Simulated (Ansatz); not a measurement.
# BH₃OTe (SMILES OB[TeH]): single points off equilibrium

The task here is to estimate one member of a computed series from the others.

Computed with Ansatz 0.2.0, Gaussian basis. Level: single points in def2-TZVPP.

Correlated methods freeze the cores. Filled d shells of the heavier atoms are correlated. Core potentials replace the inner electrons past krypton, and spin-orbit coupling is left out.

### Starting geometry

SMILES `OB[TeH]`, 6 atoms, charge 0, spin multiplicity 1.

Atoms are counted from 1 here; the program's logs count them from 0.

Bond lengths: O1–B2 1.369 Å, O1–H4 1.014 Å, B2–Te3 2.212 Å, B2–H5 1.112 Å, Te3–H6 1.505 Å. Angles: B2–O1–H4 116.5°, O1–B2–Te3 122.5°, O1–B2–H5 114.0°, Te3–B2–H5 123.1°, B2–Te3–H6 92.6°.

Coordinates:

```xyz
6

O    -0.9173   -0.2803   -1.2287
B     0.1414   -0.2620   -0.3603
Te    0.1190    0.9104    1.5159
H    -1.6262    0.4316   -1.0921
H     0.9535   -0.9760   -0.6208
H     1.3346    0.2042    2.0531
```

Set-up of the first run:

File run/in.yaml:

```yaml
crystal:
  periodic: [false, false, false]
  atoms:
    - {symbol: O, position_ang: [-0.917300, -0.280300, -1.228700]}
    - {symbol: B, position_ang: [0.141400, -0.262000, -0.360300]}
    - {symbol: Te, position_ang: [0.119000, 0.910400, 1.515900]}
    - {symbol: H, position_ang: [-1.626200, 0.431600, -1.092100]}
    - {symbol: H, position_ang: [0.953500, -0.976000, -0.620800]}
    - {symbol: H, position_ang: [1.334600, 0.204200, 2.053100]}
basis:
  gaussian: {orbitals: def2-TZVPP}
correlation: {method: ccsd_t}
output: {forces: true}
```

No record of the launch command was kept for these runs.

Among the steps run: CCSD(T)/def2-TZVPP; PBE0-D4/def2-TZVPP; wB97M-V/def2-TZVPP; r2SCAN-D4/def2-TZVPP; PBE-D4/def2-TZVPP; revPBE-D4/def2-TZVPP; BHLYP-D4/def2-TZVPP.

One table of the session follows, with a row left open; its other results are not shown here.

| method | RMS force component (eV/Å) | angle to CCSD(T) forces (°) | dipole (D) |
| --- | --- | --- | --- |
| CCSD(T) | 1.627 | reference | 0.86 |
| PBE0-D4 | 1.710 | 4.8 | 0.88 |
| wB97M-V | ? | ? | ? |
| r2SCAN-D4 | 1.661 | 4.0 | 0.89 |
| PBE-D4 | 1.667 | 7.3 | 0.97 |
| revPBE-D4 | 1.672 | 7.8 | 0.96 |
| BHLYP-D4 | 1.726 | 10.3 | 0.83 |

Estimate the missing values for wB97M-V.

**Answer.** RMS force component (eV/Å): 1.636; angle to CCSD(T) forces (°): 3.9; dipole (D): 0.86. In the column «RMS force component (eV/Å)» it lies between CCSD(T) (1.627) and r2SCAN-D4 (1.661).
